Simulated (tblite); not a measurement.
# CH9GeSSi2: the cost of one run

The runs use tblite 0.8.0 and PySCF 2.14.0, with density-fitted response routines of our own; the level of theory stands in each step. All values are computed, except where a source is named. Atoms count from 0, in the outputs and in this text.

**1. The molecule as given**

14 atoms, charge 0, multiplicity 2; geometry from: force field or distance geometry start.

Bonds of the start (Å): Si0–S1 2.14, S1–C2 1.84, C2–Ge3 1.88, Ge3–Si4 2.23, Si0–H5 1.48, Si0–H6 1.48, Si0–H7 1.49, C2–H8 1.12, C2–H9 1.12, Ge3–H10 1.52, Si4–H11 1.49, Si4–H12 1.47, Si4–H13 1.45.

**2. Geometry optimisation with GFN2-xTB**

The job: settings as JSON, then the geometry in Å.

```
{"job": {"kind": "relax", "xc": "GFN2-xTB", "basis": "xTB"}, "charge": 0, "multiplicity": 2}
Si    -2.957600     0.976600    -0.060200
S     -0.904500     1.227100     0.473300
C     -0.292700    -0.345500     1.216000
Ge     1.112100    -1.159500     0.272100
Si     3.033700    -0.071900    -0.046100
H     -3.730100     0.444400     1.079900
H     -3.047300    -0.018600    -1.150200
H     -3.555800     2.245200    -0.550100
H     -1.190800    -1.020700     1.207300
H     -0.113100    -0.127800     2.296600
H      1.088100    -2.674100     0.104900
H      3.961200    -0.958700    -0.793900
H      2.825400     1.099400    -0.909200
H      3.770700     0.383500     1.117500
```

On the command line:

```console
OMP_NUM_THREADS=1 python probes_run.py task.json out
```

The driver reads the jobs from task.json and runs them one after another.

**Question.** How long does this first job take on 1 thread of Intel Xeon at 2.60GHz, shared host, and how much memory does it need?

About 1.3 s, with a peak of 0.18 GiB.
